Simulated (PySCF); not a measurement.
# One shape, several levels: AlBrF (SMILES [F][Al][Br])

Wanted: a comparison of 6 runs (U-r2SCAN/STO-6G, UB2PLYP/STO-6G, UB3LYP/STO-6G, UM06-2X/STO-6G, UPBE/STO-6G, USVWN5/STO-6G) of AlBrF. The job is set up through a Python script.

Program for the calculation: PySCF 2.14.0.

19 further runs of the same task are left out: 11 for a known fault of the program, 1 that didn't finish, 7 set aside as unsound or not needed.

### Step 1. The structure to begin with

AlBrF: 3 atoms, total charge 0, spin state doublet. As SMILES, `[F][Al][Br]`. The shape is that of a PBE0-D4/def2-TZVP optimisation.

Bond lengths: F1–Al2 1.648 Å, Al2–Br3 2.266 Å. Angles: F1–Al2–Br3 118.9°.

### Step 2. The energy at U-r2SCAN/STO-6G (run 1)

input.py reads:

```python
from pyscf import gto, dft

mol = gto.M(
    atom=[
    ('F', (-1.120000, 1.016600, -0.510500)),
    ('Al', (-0.440000, -0.468200, -0.288800)),
    ('Br', (1.549000, -0.613200, 0.786200)),
],
    charge=0,
    max_memory=1860,
    basis='sto-6g',
    verbose=3,
    spin=1,
)

mf = dft.UKS(mol, xc='r2scan')
mf.conv_tol = 1e-10
mf.grids.level = 5
mf.kernel()
if not mf.converged:
    mf = mf.newton().run(mf.mo_coeff, mf.mo_occ)

energy = mf.e_tot
print('E = %.10f Eh' % energy)
```

Started as:

```sh
$ OMP_NUM_THREADS=1 python input.py
```

Standard output:

```text
WARN: HOMO -0.249280088934748 >= LUMO -0.249280088934746

converged SCF energy = -2901.948203332  <S^2> = 0.75329265  2S+1 = 2.0032899
E = -2901.9482033320 Eh
```

Wall time 12 s (1 thread of Arm Neoverse V1, shared host); peak memory 0.27 GiB.

### Step 3. A single-point energy at UB2PLYP/STO-6G (run 2)

mol.xyz reads:

```xyz
3
AlBrF
F     -1.120000     1.016600    -0.510500
Al    -0.440000    -0.468200    -0.288800
Br     1.549000    -0.613200     0.786200
```

calc.py reads:

```python
# [F][Al][Br]
from pyscf import gto, dft, mp

mol = gto.Mole()
mol.atom = 'mol.xyz'
mol.max_memory = 1860
mol.basis = 'sto-6g'
mol.spin = 1
mol.verbose = 3
mol.build()

ks = dft.UKS(mol)
ks.xc = '0.53*HF + 0.47*B88, 0.73*LYP'
ks.grids.level = 5
ks.conv_tol = 1e-10
ks.kernel()
if not ks.converged:
    ks = ks.newton().run(ks.mo_coeff, ks.mo_occ)

pt = mp.MP2(ks, frozen=15).run()
e_tot = ks.e_tot + 0.27 * pt.e_corr
print('PT2 part  %.8f' % (0.27 * pt.e_corr))
print('E = %.10f Eh' % e_tot)
```

Started as:

```sh
$ OMP_NUM_THREADS=1 python calc.py
```

Standard output:

```text
WARN: HOMO -0.249354014470553 >= LUMO -0.249354014470552

converged SCF energy = -2901.28180816081  <S^2> = 0.75392933  2S+1 = 2.0039255
E(UMP2) = -2901.34320724349  E_corr = -0.0613990826871536
E(SCS-UMP2) = -2901.34267943546  E_corr = -0.0608712746534104
PT2 part  -0.01657775
E = -2901.2983859131 Eh
```

Wall time 8.1 s (1 thread of Arm Neoverse V1, shared host); peak memory 0.25 GiB.

### Step 4. The energy at UB3LYP/STO-6G (run 3)

input.xyz reads:

```xyz
3

F     -1.120000     1.016600    -0.510500
Al    -0.440000    -0.468200    -0.288800
Br     1.549000    -0.613200     0.786200
```

calc.py reads:

```python
from pyscf import gto, dft

molecule = gto.M(
    atom='input.xyz',
    max_memory=1860,
    spin=1,
    basis='sto-6g',
    verbose=3,
)

mf = dft.UKS(molecule)
mf.xc = 'b3lyp'
mf.conv_tol = 1e-10
mf.grids.level = 5
mf.kernel()
if not mf.converged:
    mf = mf.newton().run(mf.mo_coeff, mf.mo_occ)

e_final = mf.e_tot
print('E = %.10f Eh' % e_final)
```

Started as:

```sh
$ OMP_NUM_THREADS=1 python calc.py
```

Standard output:

```text
WARN: HOMO -0.255027723638618 >= LUMO -0.255027723638617

converged SCF energy = -2901.86833738938  <S^2> = 0.75205499  2S+1 = 2.0020539
E = -2901.8683373894 Eh
```

It took 8.4 s on 1 thread of Arm Neoverse V1, shared host; peak memory 0.26 GiB.

Runs 4 to 5 aren't shown in full; the table further down has their settings and results.

### Step 5. The energy at USVWN5/STO-6G (run 6)

job.py reads:

```python
from pyscf import gto, dft

mol = gto.Mole()
mol.atom = '''
F     -1.120000     1.016600    -0.510500
Al    -0.440000    -0.468200    -0.288800
Br     1.549000    -0.613200     0.786200
'''
mol.max_memory = 1860
mol.verbose = 3
mol.basis = 'sto-6g'
mol.spin = 1
mol.build()

myscf = dft.UKS(mol, xc='svwn')
myscf.grids.level = 5
myscf.conv_tol = 1e-10
myscf.kernel()
if not myscf.converged:
    myscf = myscf.newton().run(myscf.mo_coeff, myscf.mo_occ)

energy = myscf.e_tot
print('Final energy', energy)
```

Started as:

```sh
$ OMP_NUM_THREADS=1 python job.py
```

Standard output:

```text
converged SCF energy = -2896.31602519857  <S^2> = 0.75119335  2S+1 = 2.001193
Final energy -2896.3160251985737
```

Run time: 4.8 s. Hardware: 1 thread of Arm Neoverse V1, shared host; peak memory 0.15 GiB.

### Step 6. All runs side by side

| run | level | frozen core orbitals | energy (Eh) | dipole moment (D) | HOMO energy (eV) | LUMO energy (eV) | wall time |
| --- | --- | --- | --- | --- | --- | --- | --- |
| 1 | U-r2SCAN/STO-6G | – | -2901.948203 | 3.12 | -1.35 | 0.94 | 12 s |
| 2 | UB2PLYP/STO-6G | 15 | -2901.298386 | 3.32 | -3.51 | 2.83 | 8.1 s |
| 3 | UB3LYP/STO-6G | – | -2901.868337 | 3.03 | -2.01 | 1.06 | 8.4 s |
| 4 | UM06-2X/STO-6G | – | -2901.821625 | 3.39 | -3.52 | 2.59 | 12 s |
| 5 | UPBE/STO-6G | – | -2901.212509 | 2.90 | -0.89 | 0.51 | 7.8 s |
| 6 | USVWN5/STO-6G | – | -2896.316025 | 2.86 | -0.86 | 0.27 | 4.8 s |

### Step 7. What came out

| quantity | value |
| --- | --- |
| run 6: total energy | -2896.31603 Eh |
| run 6: dipole moment | 2.86 D |
| run 6: HOMO energy (highest over α and β) | -0.86 eV |
| run 6: LUMO energy (lowest over α and β) | 0.27 eV |
| run 6: ⟨S²⟩ | 0.751 |

The dipole moment (its size) runs from 2.86 D (USVWN5/STO-6G) to 3.39 D (UM06-2X/STO-6G). Totals of different functionals can't be ranked against each other. In runs 1, 2, 3, 4, 5, 6 the basis is minimal, so the values are rough. All runs together took 53 s, the longest 12 s.
